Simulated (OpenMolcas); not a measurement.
**Cr²⁺ among point charges: CASSCF and CASPT2 levels and susceptibility**

How does a field of 6 point charges split the states of Cr²⁺, and what χT follows?

Program: OpenMolcas 26.06. Level of theory: state-averaged CASSCF and CASPT2, spin-orbit coupling by RASSI with atomic mean-field integrals. These are calculated values, not measurements, unless marked.

### Step 1. What is computed

* Species: Cr²⁺ (chromium, Z = 24, 22 electrons)
* Basis: ANO-RCC-VTZP [6s5p3d2f1g], 59 functions
* Scalar Hamiltonian: DKH2, point nucleus
* Inactive shells: 1s 2s 2p 3s 3p
* Active space: 4 electrons in 5 orbitals (3d)
* Some configurations of this space: 3d4
* Orbitals: optimised for each spin and parity, averaged over all roots

The outer shells:

3d4
```
3d [↑ ][↑ ][↑ ][↑ ][  ]
```

The ion sits among 6 point charges of -1 e arranged as a trigonal antiprism (D3d), 2.13 Å from the ion, with a polar angle of 61.3° against the regular 54.74°.

The work runs as a chain of OpenMolcas steps in one folder; each step below is one input file. Labels, J, g values, rates, χT and fits are worked out afterwards by a script from the matrices that RASSI stores. The input lists half of the charges; inversion (Group=XYZ) makes the rest.

### Step 2. Basis and integrals

File a.inp:

```
&GATEWAY
Coord
1

Cr 0.0 0.0 0.0
Basis=ANO-RCC-VTZP
Group=XYZ
NoMove
AngMom=0.0 0.0 0.0
AMFI
XField
3 Angstrom 0
0.000000 1.868391 1.022749 -1.000000
1.618074 -0.934195 1.022749 -1.000000
1.618074 0.934195 -1.022749 -1.000000
&SEWARD
```

### Step 3. Reference wave functions, quintets of even parity, 5 roots

File a.inp:

```
&RASSCF
FileOrb=start.orb
Symmetry=1
Spin=5
nActEl=4 0 0
Inactive=3 6
Ras2=5 0
CIRoot=5 5 1
SDav=5
CIMx=300
Iter=120 100
PrWF=0.3
OrbListing=Nothing
MaxOrb=0
>>> COPY $Project.JobIph JOB001
```

start.orb holds the contracted functions of the basis, ordered by shell, or the orbitals of the step before.

### Step 4. Reference wave functions, triplets of even parity, 45 roots

File a.inp:

```
&RASSCF
FileOrb=start.orb
Symmetry=1
Spin=3
nActEl=4 0 0
Inactive=3 6
Ras2=5 0
CIRoot=45 45 1
SDav=45
CIMx=300
Iter=120 100
PrWF=0.3
OrbListing=Nothing
MaxOrb=0
>>> COPY $Project.JobIph JOB002
```

### Step 5. CASSCF: singlets of even parity, 50 roots

File a.inp:

```
&RASSCF
FileOrb=start.orb
Symmetry=1
Spin=1
nActEl=4 0 0
Inactive=3 6
Ras2=5 0
CIRoot=50 50 1
SDav=50
CIMx=300
Iter=120 100
PrWF=0.3
OrbListing=Nothing
MaxOrb=0
>>> COPY $Project.JobIph JOB003
```

### Step 6. RASSI: spin-orbit coupling between the states

File a.inp:

```
&RASSI
NrOfJobIphs=3 5 45 50
1 2 3 4 5
1 2 3 4 5 6 7 8 9 10 11 12 13 14 15 16 17 18 19 20 21 22 23 24 25 26 27
28 29 30 31 32 33 34 35 36 37 38 39 40 41 42 43 44 45
1 2 3 4 5 6 7 8 9 10 11 12 13 14 15 16 17 18 19 20 21 22 23 24 25 26 27
28 29 30 31 32 33 34 35 36 37 38 39 40 41 42 43 44 45 46 47 48 49 50
IphNames
JOB001
JOB002
JOB003
EJob
SpinOrbit
DIPRint=1.0
SOCoupling=1000.0
Subsets=2
Property=9
'ANGMOM' 1 'ANGMOM' 2 'ANGMOM' 3 'MLTPL  1' 1 'MLTPL  1' 2 'MLTPL  1' 3
'AMFI' 1 'AMFI' 2 'AMFI' 3
SOProperty=3
'ANGMOM' 1 'ANGMOM' 2 'ANGMOM' 3
```

### Step 7. CASPT2: IPEA 0.25, imaginary shift 0.1 (closed shells correlated: 3s 3p)

File a.inp:

```
>>> COPY JOB001 $Project.JobIph
&CASPT2
Multistate=5 1 2 3 4 5
NoMult
Frozen=2 3
IPEA=0.25
Imaginary=0.1
MaxIter=60
WThr=0.0 0.3 0.05
PrWF=0.5
NoMix
>>> COPY JOB002 $Project.JobIph
&CASPT2
Multistate=45 1 2 3 4 5 6 7 8 9 10 11 12 13 14 15 16 17 18 19 20 21 22
23 24 25 26 27 28 29 30 31 32 33 34 35 36 37 38 39 40 41 42 43 44 45
NoMult
Frozen=2 3
IPEA=0.25
Imaginary=0.1
MaxIter=60
WThr=0.0 0.3 0.05
PrWF=0.5
NoMix
>>> COPY JOB003 $Project.JobIph
&CASPT2
Multistate=50 1 2 3 4 5 6 7 8 9 10 11 12 13 14 15 16 17 18 19 20 21 22
23 24 25 26 27 28 29 30 31 32 33 34 35 36 37 38 39 40 41 42 43 44 45 46
47 48 49 50
NoMult
Frozen=2 3
IPEA=0.25
Imaginary=0.1
MaxIter=60
WThr=0.0 0.3 0.05
PrWF=0.5
NoMix
```

(Steps that only read results are left out.)

Q: Predict the outcome of this session. Wanted: spin-free ground state; first state of the same spin within the active space; lowest level; next level.

The runs gave:

| quantity | value |
| --- | --- |
| method | SS-CASPT2, IPEA 0.25, imaginary shift 0.1 (closed shells correlated: 3s 3p) |
| spin-free ground state | 5E, 2-fold in its orbital part |
| first state of the same spin within the active space | 5E at 3180 cm⁻¹ |
| lowest level | 1-fold A1 |
| next level | 0.1 cm⁻¹ |
| χT at 300 K | 2.58 cm³ K/mol |
| effective moment at 300 K | 4.54 μB |

Cost by method:

| method | time of its own steps | time with the reference |
| --- | --- | --- |
| A. CASSCF | 34 s | 34 s |
| B. SS-CASPT2, IPEA 0.25, imaginary shift 0.1, +3s 3p | 21 s | 54 s |

Times are of one thread on a shared host.

The spin-free ground state (5E) comes to 100 % from free-ion D terms and keeps the highest spin of the shell. χT at 300 K is 2.58, against 3.01 cm³ K/mol for the spin alone, so spin-orbit coupling lowers it. An active space of the d shell alone favours high spin; real ions in strong fields can be low spin. CASPT2 does not keep the components of a term degenerate, and the means are used. The field of point charges can differ much from that of real complexes. With metal d orbitals alone active, the gaps between spin states are rough; where two lie within a few thousand cm-1, their order is open. This is an electrostatic model: the charges have no orbitals.
